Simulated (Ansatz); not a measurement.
Run this with Ansatz 0.2.0 through its Python package and show what comes out.

`c2h3alo_bend.py`:
```python
"""Energy of C2H3AlO against one bond angle."""

import ansatz as az
from ase import Atoms

atoms = Atoms(["C", "C", "Al", "O", "H", "H", "H"], positions=[
    (-1.9005, -1.1236, -0.2628),
    (-0.9727, -0.4447, 0.0189),
    (0.5763, 0.5849, 0.4793),
    (2.3258, 0.1003, -0.1612),
    (-2.8074, -1.6451, -0.5507),
    (0.4765, 1.8771, 1.4401),
    (2.3632, 0.583, -1.0093),
])

# start the scan from a relaxed geometry
first = (
    az.Crystal.molecule_from_ase(atoms).calculation()
    .basis(gaussian="6-31G*")  # atom-centred Gaussian functions
    .functional("pbe0")
    .relax(force_tolerance=0.02, max_steps=80)  # relax until the tolerances are met
)
atoms.positions = first.run().report["positions_ang"]

rows = []
for angle in [90, 100, 110, 120, 135, 150, 165, 179]:
    bent = atoms.copy()
    bent.set_angle(2, 3, 6, angle, indices=[6])
    calculation = az.Crystal.molecule_from_ase(bent).calculation()
    calculation = calculation.basis(gaussian="6-31G*").correlation("mp2")
    rows.append((angle, calculation.run().report["free_energy_ev"]))
floor = min(e for _, e in rows)
for angle, e in rows:
    print(f"angle Al2-O3-H6 = {angle:3d} deg   {1000 * (e - floor):9.1f} meV")
```

```console
$ python c2h3alo_bend.py
angle Al2-O3-H6 =  90 deg       314.9 meV
angle Al2-O3-H6 = 100 deg       130.2 meV
angle Al2-O3-H6 = 110 deg        32.3 meV
angle Al2-O3-H6 = 120 deg         0.0 meV
angle Al2-O3-H6 = 135 deg        35.5 meV
angle Al2-O3-H6 = 150 deg       120.3 meV
angle Al2-O3-H6 = 165 deg       202.0 meV
angle Al2-O3-H6 = 179 deg       241.8 meV
```

Notes:
- The scan is rigid, and the energies are electronic, in a modest basis. The zero is the lowest point of the grid, which needn't be the minimum.
- The start is relaxed with a density functional and scanned with the wavefunction method, so it isn't exactly that method's minimum.
- Wall time of the script: 29 s on 1 thread of Arm Neoverse V2 (shared host), peak memory 0.21 GiB.

(A comment or docstring line of the script was reworded after the run, the code is as it ran.)
